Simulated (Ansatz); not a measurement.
What does this script print? It uses Ansatz 0.2.0, Python API.

`formation_ba3pbo.py`:
```python
"""Formation energy of Ba3PbO from the elements, after relaxing cells and atoms."""

from collections import Counter

import ansatz
import numpy as np

PHASES = {
    "Ba3PbO": (
        [[5.459, 0.0, 0.0], [0.0, 5.459, 0.0], [0.0, 0.0, 5.459]],
        [
            ("Ba", [0.0, 0.5, 0.5]),
            ("Ba", [0.5, 0.0, 0.5]),
            ("Ba", [0.5, 0.5, 0.0]),
            ("Pb", [0.0, 0.0, 0.0]),
            ("O", [0.5, 0.5, 0.5]),
        ],
    ),
    "Ba": (
        [[-2.5065, 2.5065, 2.5065], [2.5065, -2.5065, 2.5065], [2.5065, 2.5065, -2.5065]],
        [
            ("Ba", [0.0, 0.0, 0.0]),
        ],
    ),
    "Pb": (
        [[0.0, 2.47502, 2.47502], [2.47502, 0.0, 2.47502], [2.47502, 2.47502, 0.0]],
        [
            ("Pb", [0.0, 0.0, 0.0]),
        ],
    ),
    "O2": (
        [[9.0, 0.0, 0.0], [0.0, 9.5, 0.0], [0.0, 0.0, 10.0]],
        [
            ("O", [0.5, 0.5, 0.4385]),
            ("O", [0.5, 0.5, 0.5615]),
        ],
    ),
}


def build(vectors, sites):
    crystal = ansatz.Crystal(lattice=ansatz.Lattice.of(vectors))
    for symbol, position in sites:
        crystal = crystal.atom(symbol, position)
    return crystal

POLARISED = {"O2"}

GASES = {"O2"}


def run_phase(name, crystal):
    calc = crystal.calculation()
    calc = calc.functional("PBEsol").pseudopotentials("nc")
    calc = calc.scf(tolerance=1e-06, max_iterations=80).kpoints(spacing=0.39)
    calc = calc.occupations("cold", width=0.02)
    calc = calc.stress()
    if name in POLARISED:
        calc = calc.spin("collinear")
    if name in GASES:
        return calc.kpoints(1, 1, 1).relax(force_tolerance=0.01).run()
    calc = calc.relax(force_tolerance=0.01, cell=True)
    return calc.run()


def counts(outcome):
    return Counter(site.symbol for site in outcome.lattice.sites)

def formation_energy(outcome, mu):
    n = counts(outcome)
    return (outcome.report["energy_sigma0_ev"] - sum(k * mu[element] for element, k in n.items())) / sum(n.values())


def volume_per_atom(outcome):
    return abs(np.linalg.det(outcome.lattice.cell_ang)) / len(outcome.lattice.sites)

phases = {name: build(*cell) for name, cell in PHASES.items()}
phases["O2"] = phases["O2"].moments(O=1.0)

done = {name: run_phase(name, crystal) for name, crystal in phases.items()}

# energy of one atom in its reference phase
references = {"Ba": "Ba", "Pb": "Pb", "O": "O2"}
mu = {element: done[name].report["energy_sigma0_ev"] / len(done[name].lattice.sites) for element, name in references.items()}

target = done["Ba3PbO"]
heat = formation_energy(target, mu)
n = counts(target)
print("cell content:", dict(n), " volume", round(volume_per_atom(target), 3), "A^3/atom")
print("formation energy", round(heat, 4), "eV/atom,", round(heat * sum(n.values()), 4), "eV per cell")
print("bound against the elements" if heat < 0 else "unbound against the elements")
# no correction for the overbinding of the gas molecule is applied
```

```console
$ python formation_ba3pbo.py
DeckWarning: basis.ecutwfc = 1142.878222 eV, auto-derived from the records' recommended cutoffs: set by O (normal level)
DeckWarning: scf.convergence.dr2_threshold = 1e-6 eV is looser than this run's default, which is 1e-7 eV or tighter. The error in the forces grows as the threshold's square root, so leave the key out unless less accurate forces are enough
DeckWarning: relax.cell: scf.convergence.dr2_threshold = 1e-6 eV is looser than the 5e-10 eV advised for a relaxation that steers and ends on the stress (1e-10 eV for each atom of the cell: 5). What an SCF threshold leaves in a stress goes as its square root, [...]
DeckWarning: basis.ecutwfc = 770 eV, auto-derived from the records' recommended cutoffs: set by Ba (normal level)
DeckWarning: relax.cell: scf.convergence.dr2_threshold = 1e-6 eV is looser than the 1e-10 eV advised for a relaxation that steers and ends on the stress (1e-10 eV for each atom of the cell: 1). What an SCF threshold leaves in a stress goes as its square root, [...]
DeckWarning: basis.ecutwfc = 850 eV, auto-derived from the records' recommended cutoffs: set by Pb (normal level)
DeckWarning: output.stress: scf.convergence.dr2_threshold = 1e-6 eV is looser than the 2e-10 eV advised for a printed stress (1e-10 eV for each atom of the cell: 2). What an SCF threshold leaves in a stress goes as its square root, and in the free energy as [...]
cell content: {<Element.BA: 'Ba'>: 3, <Element.PB: 'Pb'>: 1, <Element.O: 'O'>: 1}  volume 31.593 A^3/atom
formation energy -1.4586 eV/atom, -7.293 eV per cell
bound against the elements
```
(Warnings from the package without file and line, shortened.)

Reading the output:
- The settings weren't tested for convergence.
- Other magnetic orders than the one started from may lie lower.
- For the metals among these phases the mesh is modest: differences between phases can be off by up to 40 meV an atom.
- Spin-orbit coupling, which matters for elements this heavy, is left out.
- The cells come from databases of deposited and of computed structures, and not all need be stable phases.
- The compound is the structure given, not necessarily its lowest; energies are at zero temperature, with no correction for gases. Magnetic phases start from parallel moments and may not end in their lowest magnetic state. A semilocal functional's error on such energies is often 0.05 to 0.1 eV an atom, and 0.1 to 0.3 eV against gases such as O2 or F2.
- Wall time of the script: 2.2 min on 1 thread of Arm Neoverse V1 (shared host), peak memory 1.9 GiB.
